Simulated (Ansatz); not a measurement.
# AlH3O2S: the cost of one run

Method: RKS B3LYP-D4/def2-SVP, in Ansatz 0.2.0.

## 1. The structure to begin with

Bond lengths: O1–Al2 1.773 Å, Al2–O3 1.805 Å, Al2–S4 2.247 Å, O1–H5 1.041 Å, O3–H6 0.999 Å, S4–H7 1.391 Å. Angles: O1–Al2–O3 119.3°, O1–Al2–S4 122.3°, O3–Al2–S4 118.4°, Al2–O1–H5 105.8°, Al2–O3–H6 106.2°, Al2–S4–H7 92.9°.

Coordinates:

```xyz
7

O    -1.3912    0.9920    0.6796
Al   -0.0238   -0.0372    0.2174
O     1.6412    0.4123    0.7495
S    -0.2845   -1.8944   -1.0195
H    -1.5024    1.6791   -0.0946
H     1.7764   -0.0209    1.6393
H    -0.1543   -1.1989   -2.2174
```

## 2. Preparing the start

input.yaml

```yaml
crystal:
  periodic: [false, false, false]
  atoms:
    - { symbol: O, position_ang: [-1.3912, 0.992, 0.6796] }
    - { symbol: Al, position_ang: [-0.0238, -0.0372, 0.2174] }
    - { symbol: O, position_ang: [1.6412, 0.4123, 0.7495] }
    - { symbol: S, position_ang: [-0.2845, -1.8944, -1.0195] }
    - { symbol: H, position_ang: [-1.5024, 1.6791, -0.0946] }
    - { symbol: H, position_ang: [1.7764, -0.0209, 1.6393] }
    - { symbol: H, position_ang: [-0.1543, -1.1989, -2.2174] }
basis:
  gaussian: { orbitals: def2-SVP }
hamiltonian:
  xc: b3lyp
  dispersion: d4
relax:
  f_tol: 0.02
  max_steps: 40
scf:
  lower_state_search: "off"
output:
  orbitals: {}
```

On the command line:

```bash
$ ansatz run input.yaml --threads 1 --pin off --max-ram 2048MiB --backend cpu --events-out ev --progress --plain --runs-dir out
```

Q: Estimate wall time and peak memory on 1 thread of Intel Xeon 6975P-C (Granite Rapids), shared host.

About 17 s, with a peak of 0.15 GiB.
